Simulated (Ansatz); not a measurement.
**FH₅O₃Si₂: basis-set convergence**

The task here is to estimate one member of a computed series from the others.

Program: Ansatz 0.2.0, Gaussian basis. Level of theory: one geometry, several basis sets. These are calculated values, not measurements.

Plan: PBE0-D4/def2-SVP; ωB97M-V/def2-SVP; PBE0-D4/def2-QZVPP; ωB97M-V/def2-QZVPP; the functionals' def2-TZVPP values are taken from earlier runs.

**Structure used throughout**

All runs share one geometry, relaxed beforehand with PBE0-D4 in a triple-zeta def2 set.

SMILES `O[Si](O)(F)O[SiH3]`, 11 atoms, charge 0, spin multiplicity 1.

Atoms are counted from 1 here; the program's logs count them from 0.

Bond lengths: O1–Si2 1.623 Å, O1–H7 0.958 Å, Si2–O3 1.618 Å, Si2–F4 1.588 Å, Si2–O5 1.606 Å, O3–H8 0.958 Å, O5–Si6 1.641 Å, Si6–H9 1.483 Å, Si6–H10 1.484 Å, Si6–H11 1.484 Å. Angles: Si2–O1–H7 118.5°, O1–Si2–O3 108.8°, O1–Si2–F4 108.0°, O1–Si2–O5 113.6°, O3–Si2–F4 111.4°, O3–Si2–O5 108.2°, F4–Si2–O5 106.8°, Si2–O3–H8 118.4°, Si2–O5–Si6 145.4°, O5–Si6–H9 107.5°, O5–Si6–H10 110.2°, O5–Si6–H11 110.1°, H9–Si6–H10 109.7°, H9–Si6–H11 109.8°, H10–Si6–H11 109.6°.

The first run:

Contents of in.yaml:

```yaml
crystal:
  periodic: [false, false, false]
  atoms:
    - {symbol: O, position_ang: [-0.061734, -0.240347, 2.278161]}
    - {symbol: Si, position_ang: [-0.032579, -0.801166, 0.755342]}
    - {symbol: O, position_ang: [-1.553954, -1.045396, 0.260168]}
    - {symbol: F, position_ang: [0.804821, -2.150192, 0.745680]}
    - {symbol: O, position_ang: [0.678304, 0.194842, -0.284222]}
    - {symbol: Si, position_ang: [0.454418, 1.197438, -1.564136]}
    - {symbol: H, position_ang: [0.746326, -0.268734, 2.791491]}
    - {symbol: H, position_ang: [-2.173631, -1.443895, 0.871919]}
    - {symbol: H, position_ang: [1.744554, 1.879700, -1.825638]}
    - {symbol: H, position_ang: [-0.589744, 2.204430, -1.249684]}
    - {symbol: H, position_ang: [0.048719, 0.416221, -2.758582]}
basis:
  gaussian: {orbitals: def2-SVP}
hamiltonian: {xc: pbe0, dispersion: d4}
output: {orbitals: {seedname: orbitals}}
```

Launch:

```bash
$ ansatz run in.yaml --threads 4 --pin off --events-out ev --progress --plain --max-ram 10444MiB
```

Among the steps run: PBE0-D4 in def2-SVP; ωB97M-V in def2-SVP; PBE0-D4 in def2-QZVPP; ωB97M-V in def2-QZVPP.

One table of the session follows, with a row left open; its other results are not shown here.

It belongs to the step «Functionals by basis». 

| functional | basis | HOMO (eV) | LUMO (eV) |
| --- | --- | --- | --- |
| PBE0-D4 | def2-SVP | -8.90 | 0.58 |
| PBE0-D4 | def2-TZVPP | -9.03 | 0.00 |
| PBE0-D4 | def2-QZVPP | -9.07 | -0.24 |
| ωB97M-V | def2-SVP | ? | ? |
| ωB97M-V | def2-TZVPP | -11.35 | 1.57 |
| ωB97M-V | def2-QZVPP | -11.38 | 1.08 |

Estimate the missing values for ωB97M-V, def2-SVP.

**Answer.** HOMO (eV): -11.18; LUMO (eV): 2.39. In the column «HOMO (eV)» it lies between ωB97M-V, def2-TZVPP (-11.35) and PBE0-D4, def2-QZVPP (-9.07).
